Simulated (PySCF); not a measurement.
**A diatomic session: SbP**

One table from this session's results is given with a row withheld; the runs are named, their logs left out.

Program: PySCF 2.14.0. Level of theory: Sb x2c-TZVPPall, P x2c-TZVPPall, spin-free X2C with a Gaussian nucleus. These are calculated values, not measurements.

Set-up of the first run:

A driver script around PySCF takes these settings:

- atoms: Sb, P
- charge: 0
- basis: Sb x2c-TZVPPall, P x2c-TZVPPall
- Hamiltonian: spin-free X2C with a Gaussian nucleus
- basis functions: 102
- electrons treated: 66
- masses in u: 120.9038, 30.9738
- levels: PBE0, PBE, r²SCAN, M06-2X, PW91, MN15, r²SCAN0, LC-ωPBE, HF, MP2, SCS-MP2, CCSD, CCSD(T)
- grid: 80 radial by 434 angular points
- occupations: held fixed by the projection of orbital angular momentum
- dissociation limit: Sb + P, each in its ground configuration
- starting distance in angstrom: 2.430
- values of 2S to try: 0, 2, 4

On the command line:

```bash
$ OMP_NUM_THREADS=2 python dia.py task.json out
```

Among the steps run: Input; The PBE0 curve of the state that the search chose; Other states along the same grid; PBE (GGA); r²SCAN (meta-GGA); M06-2X (hybrid meta-GGA); PW91 (GGA); MN15 (hybrid meta-GGA); r²SCAN0 (hybrid meta-GGA); LC-ωPBE (range-separated hybrid); RHF (mean field); Adding correlation.

One of the session's tables, all rows but one given; the rest of the session is left out.

Energy (eV) from each level's lowest point:

```
R (Å)    RHF  RHF-MP2  RHF-SCS-MP2  RHF-CCSD  RHF-CCSD(T)
1.881  1.726    2.149        2.156       n/a          n/a
1.968  0.691    1.040        1.039     0.908        1.014
2.056  0.156    0.396        0.392     0.298        0.366
2.121  0.000    0.136        0.131     0.074        0.109
2.187  0.004    0.016        0.012     0.000        0.000
2.253  0.133    0.000        0.000     0.041        0.003
2.340  0.448    0.092        0.100     0.226        0.134
2.449      ?        ?            ?         ?            ?
2.581  1.802    0.655        0.700     1.161        0.895
2.756  2.966    1.085        1.173       n/a          n/a
```

**Question.** Estimate the row for R (Å) = 2.449.

Worked estimate for «RHF». A straight line through the neighbours (2.340, 0.448) and (2.581, 1.802) gives 0.448 + (1.802 − 0.448) × (2.449 − 2.340) / (2.581 − 2.340) = 1.060; a parabola fitted to 4 rows on both sides gives 1.020.

As computed: RHF: 1.001; RHF-MP2: 0.318; RHF-SCS-MP2: 0.339; RHF-CCSD: 0.599; RHF-CCSD(T): 0.432. In «RHF» the line misses by +0.059 and the parabola by +0.019.
